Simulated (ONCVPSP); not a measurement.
**Pseudopotential generation for platinum: ONCV, PBE**

Do these settings give a usable potential? It is generated, then checked for transferability, scattering, ghosts and hardness.

The numbers are computed with ONCVPSP 4.0.1.1 (patched build) (PBE, scalar-relativistic, spin-unpolarised reference atom).

### Step 1. The atom and the settings

The settings as typed:

* element: platinum (Pt, Z = 78)
* type: optimised norm-conserving Vanderbilt (ONCV)
* frozen core: [Kr] 4d10
* valence charge: 32
* reference configuration: 4f14 5s2 5p6 5d9 6p1
* partial waves: 5s: rc 1.30 bohr, ncon 4, nbas 8, qcut 9 1/bohr, 2 projectors, debl 0.7 Ha; 5p+6p: rc 1.65 bohr, ncon 3, nbas 7, qcut 7.7 1/bohr, 2 projectors; 5d: rc 1.80 bohr, ncon 3, nbas 8, qcut 9.5 1/bohr, 1 projector; 4f: rc 0.60 bohr, ncon 3, nbas 8, qcut 30.2 1/bohr, 3 projectors, debl 2.3 Ha
* local potential: polynomial inside 0.40 bohr (lpopt 5, dvloc0 4 Ha)
* core correction: polynomial model core, fcfact 0.75

An earlier all-electron run gives the scale for the radii.

All-electron outer shells of the reference configuration (PBE, scalar-relativistic, ld1.x):

```csv
shell,level (eV),outermost node (bohr),outermost maximum (bohr)
4d,-308.85,0.20,0.42
5s,-103.87,0.49,0.87
4f,-72.10,–,0.38
5p,-58.09,0.53,0.98
5d,-8.11,0.57,1.26
6s,-7.13,1.14,2.35
6p,-1.84,1.36,3.47
```

### Step 2. Generating the potential

Contents of Pt.dat:

```
# ATOM AND REFERENCE CONFIGURATION
# atsym  z   nc   nv     iexc    psfile
  Pt 78.00    9    5        4      upf
#
#   n    l    f
    1    0    2.00
    2    0    2.00
    2    1    6.00
    3    0    2.00
    3    1    6.00
    3    2   10.00
    4    0    2.00
    4    1    6.00
    4    2   10.00
    4    3   14.00
    5    0    2.00
    5    1    6.00
    5    2    9.00
    6    1    1.00
#
# PSEUDOPOTENTIAL AND OPTIMIZATION
# lmax
    3
#
#   l,   rc,      ep,       ncon, nbas, qcut
    0    1.30    0.00    4    8    9.00
    1    1.65    0.00    3    7    7.70
    2    1.80    0.00    3    8    9.50
    3    0.60    0.00    3    8   30.20
#
# LOCAL POTENTIAL
# lloc, lpopt,  rc(5),   dvloc0
    4    5    0.40    4.00
#
# VANDERBILT-KLEINMAN-BYLANDER PROJECTORs
# l, nproj, debl
    0    2    0.70
    1    2    3.90
    2    1    2.70
    3    3    2.30
#
# MODEL CORE CHARGE
# icmod, fcfact, rcfact
    1    0.75    0.00
#
# LOG DERIVATIVE ANALYSIS
# epsh1, epsh2, depsh
   -5.00    5.00    0.04
#
# OUTPUT GRID
# rlmax, drl
    6.00    0.01
#
# TEST CONFIGURATIONS
# ncnf
    4
# nvcnf
#   n    l    f
    6
    4    3   14.00
    5    0    2.00
    5    1    6.00
    5    2    9.00
    6    1    0.00
    6    0    1.00
#
    5
    4    3   14.00
    5    0    2.00
    5    1    6.00
    5    2    9.00
    6    1    0.00
#
    5
    4    3   14.00
    5    0    2.00
    5    1    6.00
    5    2    8.00
    6    1    0.00
#
    6
    4    3   14.00
    5    0    1.00
    5    1    6.00
    5    2    9.00
    6    1    0.00
    6    0    1.00
#
```

Started as:

```sh
oncvpsp.x < Pt.dat > Pt.out
```

**Question.** What will these runs give? Wanted: cutoffs for 1 and 0.1 mHa per electron, occupied waves; bound ghosts; GHOST(+) flags; largest miss of a reference level; largest test error; largest phase difference near zero energy, channels read; rms error of d²Exc/dn², without and with the model core; projector energies reset by the program.

**Answer**, as computed:

| quantity | value |
| --- | --- |
| cutoffs for 1 and 0.1 mHa per electron, occupied waves | 366 Ha and 401 Ha |
| bound ghosts | s at -2564.52 eV, p at -1049.36 eV, d at -370.58 eV |
| GHOST(+) flags | s at -57 eV |
| largest miss of a reference level | 435 meV (4f) |
| largest test error (AE − PS) | -87 meV, for 4f14 5s1 5p6 5d9 6s1 6p0 |
| largest phase difference near zero energy, channels read | 3.142 rad |
| rms error of d²Exc/dn², without and with the model core | 5.74 and 0.81 mHa |
| projector energies reset by the program | s: -3.817, 0.250 Ha; f: -2.650, 0.250, 2.550 Ha |

What this shows: It has a bound ghost (s, p, d), a state that the atom doesn't have, and that rules the file out. Already in the reference configuration the 4f level is off by 435 meV. By total energies transferability is fair: the largest error is 87 meV on 103.4 eV, for 4f14 5s1 5p6 5d9 6s1 6p0. That test lies far up in energy; among those under 40 eV, nearer to bonding, the largest error is 2.7 meV. It counts as very hard, with 366 Ha needed at the looser tolerance. At the looser tolerance the 4f wave is the slowest; 5s needs 33 Ha. Of the channels read, s scatters worst near zero energy, by up to 3.14 rad. A step near π is an extra or missing state, not a misfit of shape. The pseudo curves have a pole with no partner nearby in the atom's: s at -2.08 Ha. The program also flags highly localised states, GHOST(+) (s). All of this concerns the isolated atom, not yet a solid.
